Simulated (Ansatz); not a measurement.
# CaCoC4N4: the cost of one run

Computed with Ansatz 0.2.0 (DFT PBE, scalar-relativistic, plane waves, PAW, unless a step's input says otherwise).

### 1 The structure to begin with

It takes space group P-43m (No. 215, cubic). The conventional cell has a = 6.101 Å, b = 6.101 Å, c = 6.101 Å, α = 90.00°, β = 90.00°, γ = 90.00°. Ca (site symmetry -43m) has 4 C at 2.11 Å in its first shell of neighbours. Co (site symmetry -43m) has 4 N at 2.01 Å in its first shell of neighbours. C (site symmetry 3m) is surrounded by 1 N at 1.17 Å. Around N (site symmetry 3m) lie 1 C at 1.17 Å and 1 Co at 2.01 Å.

As a file:

```xyz
10
Lattice="6.1009 0.0000 0.0000 0.0000 6.1009 0.0000 0.0000 0.0000 6.1009" Properties=species:S:1:pos:R:3 pbc="T T T"
Ca    0.0000    0.0000    0.0000
Co    3.0504    3.0504    3.0504
C     1.2159    1.2159    1.2159
C     1.2159    4.8850    4.8850
C     4.8850    1.2159    4.8850
C     4.8850    4.8850    1.2159
N     1.8914    1.8914    1.8914
N     1.8914    4.2095    4.2095
N     4.2095    1.8914    4.2095
N     4.2095    4.2095    1.8914
```

The cell is invented: two interpenetrating cyanide-bridged diamond nets (P-43m, No. 215). The dimensions are guesses.

### 2 Probe: one point on a coarse mesh

Input file input.yaml:

```yaml
crystal:
  lattice:
    - [6.10086029, 0.0, 0.0]
    - [0.0, 6.10086029, 0.0]
    - [0.0, 0.0, 6.10086029]
  atoms:
    - { symbol: Ca, position: [0.0, 0.0, 0.0] }
    - { symbol: Co, position: [0.5, 0.5, 0.5], spin: 3.0 }
    - { symbol: C, position: [0.19929971, 0.19929971, 0.19929971] }
    - { symbol: C, position: [0.19929971, 0.80070029, 0.80070029] }
    - { symbol: C, position: [0.80070029, 0.19929971, 0.80070029] }
    - { symbol: C, position: [0.80070029, 0.80070029, 0.19929971] }
    - { symbol: "N", position: [0.31002177, 0.31002177, 0.31002177] }
    - { symbol: "N", position: [0.31002177, 0.68997823, 0.68997823] }
    - { symbol: "N", position: [0.68997823, 0.31002177, 0.68997823] }
    - { symbol: "N", position: [0.68997823, 0.68997823, 0.31002177] }
basis:
  ecutwfc: 420
kpoints:
  mp_grid: { grid: [4, 4, 4] }
hamiltonian:
  xc: pbe
scf:
  occupations: { method: gaussian, width: 0.1 }
  lower_state_search: "off"
output:
  forces: true
  stress: true
  eigenvalues: true
  populations: true
magnetization:
  spin_polarized: true
```

The run is started by

```
$ ansatz run input.yaml --threads 1 --pin off --max-ram 2560MiB --backend cpu --events-out ev --progress --plain --runs-dir out
```

What time and memory should one allow on 1 thread of Intel Xeon Platinum 8488C (Sapphire Rapids), shared host?

About 22 s, with a peak of 0.56 GiB.
